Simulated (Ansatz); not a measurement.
CsLiCr2Te2S3:

```
CELL_PARAMETERS angstrom
3.67471 -0.00018 -0.00146
0.00068 6.25849 0.00267
0.09970 0.01509 18.87835
ATOMIC_POSITIONS crystal
Cs 0.00702 0.99658 0.60964
Cs 0.50622 0.49563 0.63737
Li 0.49757 0.83290 0.98554
Li 0.99760 0.33501 0.98513
Cr 0.99390 0.00068 0.13453
Cr 0.49393 0.50024 0.13461
Cr 0.00147 0.66940 0.83098
Cr 0.50140 0.16737 0.83340
Te 0.01027 0.59621 0.46271
Te 0.51068 0.22697 0.45459
Te 0.49158 0.83669 0.22777
Te 0.99165 0.33648 0.22784
S 0.99971 0.99979 0.90043
S 0.49974 0.50461 0.89926
S 0.99553 0.66614 0.07188
S 0.49551 0.16656 0.07160
S 0.50316 0.84068 0.76492
S 0.00305 0.32804 0.76778
```

The cell was built by a generator and needn't be a form met in nature.

| Quantity | Value |
| --- | --- |
| Program | Ansatz 0.2.0 |
| Task | relaxation of cell and atoms |
| Functional | r2SCAN |
| Potentials or basis | Ansatz PAW |
| Cutoff | 500 eV (not typed: the program's choice for these potentials) |
| k mesh | 5 × 3 × 1 |
| Occupations | fermi-dirac, width 0.05 eV |
| Spin | collinear spin, ferromagnetic start |
| Starting moments | [0.0, 0.0, 0.0, 0.0, 3.0, 3.0, 3.0, 3.0, 0.0, 0.0, 0.0, 0.0, 0.0, 0.0, 0.0, 0.0, 0.0, 0.0] μB |

At the start: volume 24.12 Å³/atom.

Problem. How do energy, volume and symmetry change on relaxing?

Solution. It ends after 8 steps and the volume is 23.73 Å³/atom (-1.6 %); space group Pm (No. 6, to 0.05 Å); moment 11.72 μB per cell.

The path:
```tsv
step	energy change (eV)	largest force (eV/Å)	volume (Å³)
1	0.0000	0.3305	434.17
2	-0.0434	0.1176	427.40
3	-0.0580	0.0624	427.54
4	-0.0606	0.0352	426.99
5	-0.0613	0.0157	427.12
6	-0.0615	0.0154	427.14
7	-0.0616	0.0039	427.18
8	-0.0605	0.0039	427.18
```

Final structure:
```yaml
crystal:
  lattice:
    - [3.64863, -0.00019, -0.00917]
    - [0.00065, 6.32511, -0.01404]
    - [0.05921, -0.03499, 18.51003]
  atoms:
    - { symbol: Cs, position: [0.00102, 0.99590, 0.60799] }
    - { symbol: Cs, position: [0.50085, 0.49520, 0.63175] }
    - { symbol: Li, position: [0.49969, 0.83445, 0.98935] }
    - { symbol: Li, position: [0.99968, 0.33676, 0.98943] }
    - { symbol: Cr, position: [0.99913, 0.00232, 0.14106] }
    - { symbol: Cr, position: [0.49915, 0.50225, 0.14104] }
    - { symbol: Cr, position: [0.00024, 0.66744, 0.82899] }
    - { symbol: Cr, position: [0.50023, 0.16526, 0.83116] }
    - { symbol: Te, position: [0.00111, 0.59293, 0.45365] }
    - { symbol: Te, position: [0.50143, 0.23625, 0.44517] }
    - { symbol: Te, position: [0.49886, 0.83510, 0.23544] }
    - { symbol: Te, position: [0.99891, 0.33514, 0.23494] }
    - { symbol: S, position: [0.99998, 0.99800, 0.89939] }
    - { symbol: S, position: [0.49999, 0.50264, 0.89828] }
    - { symbol: S, position: [0.99941, 0.66792, 0.07444] }
    - { symbol: S, position: [0.49940, 0.16801, 0.07432] }
    - { symbol: S, position: [0.50048, 0.83849, 0.76041] }
    - { symbol: S, position: [0.00045, 0.32593, 0.76316] }
```

Caveat: the magnetic or orbital state may not be the lowest; the plane-wave basis is chosen anew once the cell has moved, so the energies of steps on either side of that aren't comparable; only a ferromagnetic start was run, and an antiferromagnetic order may lie lower in energy; the PAW data sets come from PBE, with cores solved anew for the run's functional, which leaves a small shift of forces and pressure.
